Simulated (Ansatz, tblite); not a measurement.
CdF2: GFN2-xTB, run from Python

These are simulated results from tblite 0.8.0, not measurements. The cell began as a measured structure and was relaxed with r2SCAN+rVV10 in plane waves (Ansatz 0.2.0). All runs are without spin polarisation.

Space group Fm-3m (No. 225), cubic; conventional cell a = 5.365 Å, 12.87 Å³ an atom. Around Cd lie 8 F at 2.32 Å; around F lie 4 Cd at 2.32 Å.

tblite solves periodic systems at the zone centre alone, so the script builds a cluster of 2×2×2 conventional cells (96 atoms), which folds in a coarse mesh of k points.

Input script:

```python
import json
from ase import Atoms
from ase.build import make_supercell
from ase.units import Bohr, GPa, Hartree
from tblite.interface import Calculator

atoms = Atoms(['Cd', 'F', 'F'],
              cell=[[0.0, 2.682581, 2.682581], [2.682581, 0.0, 2.682581], [2.682581, 2.682581, 0.0]],
              scaled_positions=[[0.0, 0.0, 0.0], [0.25, 0.25, 0.25], [0.75, 0.75, 0.75]],
              pbc=True)
cluster = make_supercell(atoms, [[-2, 2, 2], [2, -2, 2], [2, 2, -2]])
calc = Calculator('GFN2-xTB', cluster.numbers, cluster.positions / Bohr, lattice=cluster.cell[:] / Bohr, periodic=cluster.pbc)
calc.set('temperature', 0.02 / Hartree)
calc.set('max-iter', 150)
res = calc.singlepoint()
levels = res.get('orbital-energies') * Hartree
nv = round(res.get('orbital-occupations').sum() / 2)
cells = len(cluster) // len(atoms)
out = {'energy_per_cell': res.get('energy') * Hartree / cells, 'homo': levels[nv - 1], 'lumo': levels[nv],
       'stress': (-res.get('virial') * Hartree / cluster.get_volume() / GPa).tolist(), 'charges': res.get('charges')[:len(atoms)].tolist(), 'electrons': 2 * nv / cells}
json.dump(out, open('results.json', 'w'))
for key, value in out.items():
    print(key, value)
```

Command: `python run.py`. It took 6.8 s on 1 thread of Arm Neoverse V2, with other jobs on the host, peak memory 0.11 GiB.

Output:

```
------------------------------------------------------------
  cycle        total energy    energy error   density error
------------------------------------------------------------
      1     -312.9844661047  -3.1310136E+02   4.0109470E-01
      2     -324.4906595022  -1.1506193E+01   1.5662683E-01
      3     -324.7302208414  -2.3956134E-01   8.7838133E-02
      4     -321.8013435802   2.9288773E+00   1.7152447E-01
      5     -326.0289721495  -4.2276286E+00   3.6997023E-02
      6     -326.2085774586  -1.7960531E-01   1.8782379E-02
      7     -326.2664589316  -5.7881473E-02   3.8789400E-03
      8     -326.2689460992  -2.4871676E-03   5.0332607E-04
      9     -326.2689860328  -3.9933622E-05   1.1315893E-04
     10     -326.2689880268  -1.9940294E-06   2.5359812E-05
     11     -326.2689881330  -1.0616344E-07   6.8719276E-07
------------------------------------------------------------

 total:                                   6.321 sec
energy_per_cell -277.4447307458442
homo -14.773025306938013
lumo -10.225138103982646
stress [[9.03190698067371, -1.1658641612544206e-06, -1.1658643827141611e-06], [-1.1658641611158265e-06, 9.031906980673552, -1.1658640669419724e-06], [-1.1658643826591753e-06, -1.1658640669641221e-06, 9.031906980673341]]
charges [0.5288236712515191, -0.26441307354508403, -0.2644115815988901]
electrons 16.0
```

The cycle table is in hartree for the whole cluster, and the lines after it are in eV (the energy for one cell). The printed stress is in GPa and positive in compression, and the pressure is its mean diagonal.

GFN2-xTB gives a gap of 4.55 eV. On the same cell, plane-wave PBE (Ansatz, 8×8×8 k points and the special points) gives a gap of 3.15 eV and r2SCAN a gap of 3.84 eV; on shared hosts these took about 1.5 and 3.4 core-seconds on the 3-atom cell, against 6.8 for the script. Semilocal gaps usually lie below measured ones. xTB was fitted to molecules, so gaps, charges and pressures of solids can be far off, and the gap also depends on the size of the cluster.

The same script was run on cells scaled at fixed shape and fractional coordinates:

```tsv
volume (Å³/atom)	energy (meV/atom)	pressure (GPa, positive in compression)	gap (eV)
11.33	120.5	16.21	6.13
12.10	51.6	12.37	5.27
12.87	0.0	9.03	4.55
13.64	-36.3	6.08	3.94
14.41	-59.2	3.45	3.42
```

The minimum lies beyond the largest of these volumes.

xTB was fitted mostly to molecules, and a small cluster samples few k points, so gaps, pressures and kinks along a curve can be far from a solid's.

The runs are scalar-relativistic, without spin-orbit coupling.
